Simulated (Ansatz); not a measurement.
I need a single point from a YAML input of Rb2LiYF6, space group Fm-3m. Use Ansatz 0.2.0 through its Python package. Level of theory: PBEsol, PAW, the default cutoff (420 eV here), 4×4×4 k-points, fixed occupations.

`scf.yaml`
```yaml
crystal:
  lattice:
    - [0.0, 4.356626, 4.356626]
    - [4.356626, 0.0, 4.356626]
    - [4.356626, 4.356626, 0.0]
  atoms:
    - { symbol: Rb, position: [0.75, 0.75, 0.75] }
    - { symbol: Rb, position: [0.25, 0.25, 0.25] }
    - { symbol: Li, position: [0.5, 0.5, 0.5] }
    - { symbol: "Y", position: [0.0, 0.0, 0.0] }
    - { symbol: F, position: [0.74819, 0.25181, 0.25181] }
    - { symbol: F, position: [0.25181, 0.25181, 0.74819] }
    - { symbol: F, position: [0.25181, 0.74819, 0.74819] }
    - { symbol: F, position: [0.25181, 0.74819, 0.25181] }
    - { symbol: F, position: [0.74819, 0.25181, 0.74819] }
    - { symbol: F, position: [0.74819, 0.74819, 0.25181] }
kpoints:
  mp_grid: { kspacing: 0.4 }
hamiltonian:
  xc: pbesol
scf:
  occupations: { method: fixed }
output:
  forces: true
  stress: true
```

`run_yaml_run.py`
```python
# -*- coding: utf-8 -*-
'''Rb2LiYF6 from YAML text.'''

import ansatz as az
import numpy as np

planned = az.Session.from_deck('scf.yaml').plan(threads=1, pin='off')
done = planned.execute()
rep = done.report

print('%-22s %14.5f eV' % ('F = E - TS', rep['free_energy_ev']))
print('%-22s %14.5f eV' % ('E', rep['internal_energy_ev']))
print('%-22s %14.5f eV' % ('Harris-Foulkes', rep['harris_foulkes_ev']))
print('%-22s %14.5f eV' % ('Fermi level', rep['fermi_energy_ev']))

# the stress is positive in compression
sigma = rep['stress_gpa']
voigt = [sigma[0][0], sigma[1][1], sigma[2][2], sigma[1][2], sigma[0][2], sigma[0][1]]
print('stress xx yy zz yz xz xy (GPa, compression positive):', ' '.join(f'{s:.3f}' for s in voigt))
print('P =', round(10 * float(np.mean(voigt[:3])), 2), 'kbar')

terms = rep['components']
print({name: round(terms[name], 3) for name in ('e_kinetic', 'e_hartree', 'e_xc', 'e_local', 'e_nonlocal')})
```

```console
$ python run_yaml_run.py
DeckWarning: basis.ecutwfc = 420 eV, auto-derived from the records' recommended cutoffs: set by Rb (normal level)
F = E - TS               -15251.28461 eV
E                        -15251.28461 eV
Harris-Foulkes           -15251.28461 eV
Fermi level                   1.76621 eV
stress xx yy zz yz xz xy (GPa, compression positive): -3.213 -3.213 -3.213 0.000 -0.000 0.000
P = -32.13 kbar
{'e_kinetic': 1949.048, 'e_hartree': 1889.384, 'e_xc': -915.972, 'e_local': -5467.847, 'e_nonlocal': 808.973}
```
(Warnings from the package without file and line, repeats left out.)

What to keep in mind:
- Absolute energies stand on the zero of these potentials, so only differences at equal settings mean something. A total without «per atom» is that of the cell as typed.
- Spin is left out of this run.
- The energy terms are those on the plane-wave grid, with the one-centre PAW part apart; the terms shown are only some of the summands, so they needn't add up to F.
- The zero of the levels is a convention of the potentials, so an absolute Fermi energy is no work function.
- This cell is a computed structure, which may not be the phase found in nature.
- Wall time of the script: 3.6 s on 1 thread of Arm Neoverse V1 (shared host), peak memory 0.49 GiB.

(A comment or docstring line of the script was reworded after the run, the code is as it ran; lines on the test bed's own set-up are left out of the output.)
